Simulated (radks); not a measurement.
# Excited configurations of Ir³⁺

An exercise on one series of results from a longer session: the logs are not shown, and one member is left open.

Program: radks (a radial shooting solver on a logarithmic mesh, Libxc functionals) version 1. Level of theory: Dirac Kohn-Sham, BLYP, spin-unpolarised, spherical densities, finite nucleus; open shells fill j = l - 1/2 first. These are calculated values, not measurements, unless marked.

## Starting point

- element: iridium (Z = 77)
- charge: +3
- electrons: 74
- configuration: [Xe] 4f14 5d6
- nuclear rms radius: 5.4032 fm

The first run:

The run's settings:

```text
Z 77
configuration [Xe] 4f14 5d6
relativity Dirac
functional b88,lyp
spin unpolarised
j_filling energy
nucleus finite rms 5.4032 fm
c 137.035999084
```

Among the steps run: Ground configuration: [Xe] 4f14 5d6.

One of the session's tables, all rows but one given; the rest of the session is left out.

It belongs to the step «Ground configuration: [Xe] 4f14 5d6». From the orbitals of this run (lengths in bohr):

```
level     <r>  outermost maximum (interpolated)  90 % within  nodes
4d5/2  0.4832                             0.430        0.722      1
5s1/2  0.9764                             0.891         1.40      4
5p1/2   1.059                             0.946         1.54      3
4f5/2  0.5311                             0.392        0.862      0
4f7/2  0.5388                             0.397        0.875      0
5p3/2       ?                                 ?            ?      ?
5d3/2   1.529                              1.25         2.32      2
5d5/2   1.576                              1.29         2.39      2
```

**Question.** Estimate the row for 5p3/2.

**Answer.** <r>: 1.155; outermost maximum (interpolated): 1.03; 90 % within: 1.68; nodes: 3. In the column «<r>» it lies between 5p1/2 (1.059) and 5d3/2 (1.529).

Caveats from the session: Spin polarisation and multiplet splitting are left out, so open shells lie too high by an amount that depends on their filling.
